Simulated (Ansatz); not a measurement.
# C4H2Cl2Sn: a ladder of functionals and wavefunction methods

Aim: compute C4H2Cl2Sn with functionals from several rungs and with coupled cluster. The yardstick is the atomisation energy at the CCSD(T) limit.

Program: Ansatz 0.2.0, Gaussian basis. Level of theory: functionals in def2-TZVPP, the program's frozen cores in correlated methods. These are calculated values, not measurements.

Plan: LDA (SPW92), PBE-D4, revPBE-D4, BLYP-D4, r2SCAN-D4, B97M-V, PBE0-D4, B3LYP-D4, r2SCANh-D4, r2SCAN0-D4, HSE06-D4, BHLYP-D4, CAM-B3LYP-D4, LC-ωPBE, ωB97X-V, ωB97M-V, B2PLYP, PBE-QIDH; CCSD(T)/def2-SVP; CCSD(T)/def2-TZVPP; MP2/def2-QZVPP; extrapolation to the limit; RPA on PBE.

1 further run of the same task is left out (for a known fault of the program). Runs told in other sessions of the task aren't counted.

### 1 The geometry

All runs share one geometry, relaxed beforehand with PBE0-D4 in a triple-zeta def2 set. Sn takes the def2 core potential; no spin-orbit term is included.

9 atoms, charge 0, spin multiplicity 1.

Atoms are counted from 1 here; the program's logs count them from 0.

Bond lengths: C1–C2 1.204 Å, C1–H8 1.067 Å, C2–Sn3 2.052 Å, Sn3–Cl4 2.302 Å, Sn3–Cl5 2.302 Å, Sn3–C6 2.052 Å, C6–C7 1.204 Å, C7–H9 1.067 Å. Angles: C2–C1–H8 180.0°, C1–C2–Sn3 179.7°, C2–Sn3–Cl4 109.0°, C2–Sn3–Cl5 109.0°, C2–Sn3–C6 113.3°, Cl4–Sn3–Cl5 107.2°, Cl4–Sn3–C6 109.1°, Cl5–Sn3–C6 109.0°, Sn3–C6–C7 179.7°, C6–C7–H9 180.0°.

### 2 LDA

This LDA is Slater exchange with PW92 correlation.

The input, in.yaml:

```yaml
crystal:
  periodic: [false, false, false]
  atoms:
    - {symbol: C, position_ang: [0.781586, -2.672431, 0.736331]}
    - {symbol: C, position_ang: [0.546701, -1.646464, 0.151141]}
    - {symbol: Sn, position_ang: [0.149378, 0.097949, -0.854489]}
    - {symbol: Cl, position_ang: [-1.349431, -0.335166, -2.546551]}
    - {symbol: Cl, position_ang: [2.086595, 0.854605, -1.840268]}
    - {symbol: C, position_ang: [-0.609919, 1.575139, 0.351146]}
    - {symbol: C, position_ang: [-1.055666, 2.445220, 1.054349]}
    - {symbol: H, position_ang: [0.989741, -3.581337, 1.254320]}
    - {symbol: H, position_ang: [-1.450485, 3.216186, 1.676821]}
basis:
  gaussian: {orbitals: def2-TZVPP}
hamiltonian: {xc: lda}
output: {orbitals: {seedname: orbitals}}
```

Command:

```console
$ ansatz run in.yaml --threads 4 --pin off --events-out ev --progress --plain --max-ram 11315MiB
```

The runs that follow: PBE-D4 (GGA); revPBE-D4 (GGA); BLYP-D4 (GGA); r2SCAN-D4 (meta-GGA); B97M-V (meta-GGA); PBE0-D4 (hybrid); B3LYP-D4 (hybrid); r2SCANh-D4 (hybrid); r2SCAN0-D4 (hybrid); HSE06-D4 (hybrid); BHLYP-D4 (hybrid); CAM-B3LYP-D4 (range-separated); LC-ωPBE (range-separated); ωB97X-V (range-separated); ωB97M-V (range-separated); B2PLYP (double hybrid); PBE-QIDH (double hybrid); CCSD(T) in def2-SVP; CCSD(T) in def2-TZVPP; MP2 in def2-QZVPP; RPA on PBE orbitals.

Q: Predict the results of all the runs planned. Wanted: atomisation energy, CCSD(T)/CBS; farthest beyond LDA; mean size of error, GGA; mean size of error, meta-GGA; mean size of error, hybrid; mean size of error, range-separated; mean size of error, double hybrid; gap, smallest and largest; T1 diagnostic.

The runs gave:

| quantity | value |
| --- | --- |
| atomisation energy, CCSD(T)/CBS | 3684.4 kJ/mol |
| functionals within 36.8 kJ/mol (1.0 %) | revPBE-D4, r2SCAN-D4, B97M-V, PBE0-D4, HSE06-D4, ωB97X-V, ωB97M-V, PBE-QIDH |
| farthest beyond LDA | BHLYP-D4 (-193.4 kJ/mol) |
| mean size of error, GGA | 54.1 kJ/mol |
| mean size of error, meta-GGA | 12.2 kJ/mol |
| mean size of error, hybrid | 69.8 kJ/mol |
| mean size of error, range-separated | 34.0 kJ/mol |
| mean size of error, double hybrid | 39.9 kJ/mol |
| gap, smallest and largest | 4.97 eV (BLYP-D4), 12.42 eV (LC-ωPBE) |
| T1 diagnostic | 0.0126 |
| triples share of the correlation energy | 4.6 % |

**Reading.** The LDA atomisation energy is off by 562.1 kJ/mol (15 %): it overbinds. PBE-D4 misses by +106.0 kJ/mol. Double hybrids carry the basis error of their MP2 part in triple zeta, and no dispersion term here, so their miss is partly the set-up's. The rungs meta-GGA, range-separated miss on average by less than the doubt on the reference (36.8 kJ/mol), so they tie. Misses under about 36.8 kJ/mol are within the doubt on the reference itself, which lacks core-valence correlation, spin-orbit coupling and higher excitations, and its outer-core shells are covered unevenly. All levels share the lack of spin-orbit coupling, which lowers the free heavy atoms and so the true binding. Hartree-Fock recovers 70 % of the binding; the rest is correlation. CCSD(T) in def2-SVP is off by -242.0 kJ/mol, more than most functionals: a good method in a small basis is no reference. Orbital gaps span 5.0 to 12.4 eV; exact exchange widens them. Correlated methods include outer-core shells of Sn, which these sets cover unevenly.
